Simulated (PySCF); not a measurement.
# Pr(SH)3: other functionals and bases at one geometry

One table from this session's results is given with a row withheld; the runs are named, their logs left out.

The runs use PySCF 2.14.0; several levels, as the steps say, no spin–orbit coupling.

1 further run of the same task is left out (for a known fault of the program).

### Where the work starts

7 atoms, charge 0, spin multiplicity 1.

Bond lengths: Pr1–S2 2.671 Å, Pr1–S4 2.671 Å, Pr1–S6 2.671 Å, S2–H3 1.354 Å, S4–H5 1.354 Å, S6–H7 1.354 Å. Angles: S2–Pr1–S4 119.8°, S2–Pr1–S6 119.8°, S4–Pr1–S6 119.8°, Pr1–S2–H3 95.5°, Pr1–S4–H5 95.5°, Pr1–S6–H7 95.5°.

Geometry (Å):

```mol
H3PrS3
  3D, bonds by distance, orders not assigned

  7  6  0  0  0  0  0  0  0  0999 V2000
   -0.0000    0.0000    0.8657 Pr  0  0
    2.6390   -0.3950    0.9914 S   0  0
    2.9658    0.9190    0.9999 H   0  0
   -0.9774    2.4829    0.9914 S   0  0
   -2.2788    2.1090    0.9999 H   0  0
   -1.6616   -2.0879    0.9914 S   0  0
   -0.6871   -3.0280    0.9999 H   0  0
  1  2  8  0
  1  4  8  0
  1  6  8  0
  2  3  8  0
  4  5  8  0
  6  7  8  0
M  END
```

Formal oxidation states: Pr +3. Each metal's 2 4f electrons lie in its core potential, so multiplicities, spins and levels count the valence alone. An earlier session relaxed this geometry at PBE0, Pr lcecp-1-SVP with ECP48, S def2-SVP, H def2-SVP (singlet, point group C3).

At PBE0 on the finer grid: E = -1228.610315 Eh, HOMO -7.26 eV, LUMO -2.42 eV, Mulliken charge on Pr1 +0.88 e, largest force component 0.017 eV/Å. 

Levels to run: wB97X; M06-L; PBE0, TZVP. Hardware: 2 threads of Arm Neoverse V1, shared host.

The first run:

run.py (the lines that set the calculation)

```python
mol = gto.M(atom='''
Pr     0.00000     0.00000     0.86572
S      2.63896    -0.39503     0.99139
H      2.96580     0.91897     0.99988
S     -0.97738     2.48292     0.99138
H     -2.27876     2.10898     0.99987
S     -1.66159    -2.08789     0.99138
H     -0.68705    -3.02795     0.99988''',
    basis={'Pr': 'lcecp-1-SVP', 'S': 'def2-SVP', 'H': 'def2-SVP'},
    ecp={'Pr': 'lcecp-1-SVP'},
    charge=0, spin=0)
mf = dft.RKS(mol, xc='WB97X')
mf.grids.atom_grid = (75, 302)  # f atoms: unpruned, at least (60, 302)
mf = mf.density_fit()  # fitting sets: Pr AutoAux, S def2-universal-JKFIT, H def2-universal-JKFIT
mf.conv_tol = 1e-08; mf.max_cycle = 55
mf.kernel(dm0)  # dm0: the density of the relaxed state
```

Run with:

```
$ OMP_NUM_THREADS=2 python run.py
```

Among the steps run: wB97X; M06-L; PBE0, TZVP.

One table of the session follows, with a row left open; its other results are not shown here.

| level | HOMO (eV) | gap (eV) | charge on Pr1 (e) | dipole (D) | largest force component (eV/Å) |
| --- | --- | --- | --- | --- | --- |
| PBE0 (relaxed here) | -7.26 | 4.85 | 0.88 | 0.77 | 0.02 |
| wB97X | -9.58 | 8.84 | 0.92 | 0.84 | 0.13 |
| M06-L | ? | ? | ? | ? | ? |
| PBE0, TZVP | -7.34 | 4.92 | 1.28 | 0.78 | 0.20 |

Q: Estimate the row for M06-L from the others.

**Answer.** HOMO (eV): -6.25; gap (eV): 4.03; charge on Pr1 (e): 1.10; dipole (D): 0.80; largest force component (eV/Å): 0.23. In the column «HOMO (eV)» it is the highest.

In one basis the HOMO–LUMO gap runs from 4.03 eV (M06-L) to 8.84 eV (wB97X). The largest leftover force, 0.23 eV/Å with M06-L, stands at a geometry relaxed at another level. With 4f in the core, its levels are missing from HOMO and gap, and its count is fixed, so no charge can pass from the ligands into it. Total energies of different levels can't be compared.
